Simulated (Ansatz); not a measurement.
# HfN: the cost of one run

Method: DFT PBE, scalar-relativistic, plane waves, PAW, in Ansatz 0.2.0.

1 further run of the same task is left out (set aside as unsound or not needed).

## 1. The structure to begin with

Symmetry: Fm-3m, No. 225, cubic system. The conventional cell has a = 4.549 Å, b = 4.549 Å, c = 4.549 Å, α = 90.00°, β = 90.00°, γ = 90.00°. Hf (site symmetry m-3m) is surrounded by 6 N at 2.27 Å. Around N (site symmetry m-3m) lie 6 Hf at 2.27 Å.

Structure file:

```cif
data_structure
_symmetry_space_group_name_H-M 'P 1'
_symmetry_Int_Tables_number 1
_cell_length_a 3.2164
_cell_length_b 3.2164
_cell_length_c 3.2164
_cell_angle_alpha 60.000
_cell_angle_beta 60.000
_cell_angle_gamma 60.000
_cell_volume 23.53
loop_
_atom_site_label
_atom_site_type_symbol
_atom_site_fract_x
_atom_site_fract_y
_atom_site_fract_z
_atom_site_occupancy
Hf1 Hf 0.00000 0.00000 0.00000 1
N1 N 0.50000 0.50000 0.50000 1
```

It is the result of an earlier relaxation at this level (volume 11.76 Å³/atom; gap on the mesh: none (metal)).

## 2. Relaxing at 1 GPa

What is minimised here is the enthalpy; the energy can go up as the cell is squeezed.

Input file input.yaml:

```yaml
crystal:
  lattice:
    - [0.0, 2.2743602394, 2.2743602394]
    - [2.2743602394, 0.0, 2.2743602394]
    - [2.2743602394, 2.2743602394, 0.0]
  atoms:
    - { symbol: Hf, position: [0.0, 0.0, 0.0] }
    - { symbol: "N", position: [0.5, 0.5, 0.5] }
basis:
  ecutwfc: 420
kpoints:
  mp_grid: { grid: [16, 16, 16] }
hamiltonian:
  xc: pbe
scf:
  occupations: { method: fermi_dirac, width: 0.15 }
output:
  forces: true
  stress: true
  eigenvalues: true
relax:
  adjacent_minimum: "off"
  f_tol: 0.001
  max_steps: 60
  cell: { stress_tol: 0.02, p_target: 1.0 }
```

Started as:

```sh
$ ansatz run input.yaml --threads 1 --pin off --max-ram 3072MiB --backend cpu --events-out ev --progress --plain --runs-dir out
```

What time and memory should one allow on 1 thread of Arm Neoverse V2, shared host?

About 16 s, with a peak of 0.36 GiB.
